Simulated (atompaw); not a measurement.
# S: generating and testing a PAW (atompaw) potential

Task: generate the file, and judge it by its logarithmic derivatives, its ghosts and its cutoff.

The numbers are computed with atompaw 4.2.0.5 (PBE, scalar-relativistic, spin-unpolarised reference atom).

## 1. Starting point

Typed settings, in words:

```
element                 : sulfur (S, Z = 16)
type                    : PAW
frozen core             : [Ne]
valence charge          : 6
reference configuration : 3s2 3p4
partial waves           : 3s (bound): rc 1.40 bohr; 3s channel at -0.35 Ry: rc 1.40 bohr; 3p (bound): rc 1.40 bohr; 3p channel at 2.85 Ry: rc 1.40 bohr
local potential         : troulliermartins scheme with l = 2 at 0.5 Ry, radius 1.25 bohr
core correction         : smooth core density matched at 0.90 bohr
augmentation charge     : sinc compensation charge, radius 1.05 bohr; PAW radius 1.40 bohr; waves and projectors: custom polynom2 7 10 vanderbiltortho
```

The outer shells as boxes (Hund's rule for the drawing; the calculation is spin-unpolarised):

```
[Ne] core
3s [↑↓]
3p [↑↓][↑ ][↑ ]
```

An earlier all-electron run gives the scale for the radii.

All-electron outer shells of the reference configuration (PBE, scalar-relativistic, ld1.x):

```csv
shell,level (eV),outermost node (bohr),outermost maximum (bohr)
2s,-211.71,0.13,0.39
2p,-156.51,–,0.33
3s,-17.26,0.60,1.40
3p,-7.01,0.58,1.61
```

## 2. Generation

The input, S.input:

```
S 16
GGA-PBE scalarrelativistic loggrid 1500 logderivrange -3 5 201
3 3 0 0 0 0
3 1 4
0 0 0
c
c
v
c
v
1
1.40 1.05 1.25 0.90
y
-0.35
n
y
2.85
n
custom polynom2 7 10 vanderbiltortho sinc
2 0.5 troulliermartins
1.40
1.40
1.40
1.40
PWSCFOUT
UPFDX 0.0125d0 UPFXMIN -7.d0 UPFZMESH 16.d0
END
```

On the command line:

```
atompaw < S.input > S.log
```

Q: Predict the outcome of this session. Wanted: cutoffs for 10 and 1 mRy, occupied levels; bound ghosts; largest phase difference near zero energy, channels read; lowest eigenvalue of the overlap; share of valence orbitals outside the PAW sphere; UPF file.

As calculated:

| quantity | value |
| --- | --- |
| cutoffs for 10 and 1 mRy, occupied levels | 15 Ry and 18 Ry |
| bound ghosts | s at -819.04 eV |
| largest phase difference near zero energy, channels read | 0.000 rad |
| lowest eigenvalue of the overlap (Bessel basis) | 0.041 (s) |
| share of valence orbitals outside the PAW sphere | 3s 64 %, 3p 77 % |
| UPF file | written |

In words: It has a bound ghost (s), a state that the atom doesn't have, and that rules the file out. The potential is soft on the atom at that tolerance: the looser tolerance needs 15 Ry. Near zero energy the phases of the channels with partial waves agree within 0.001 rad.
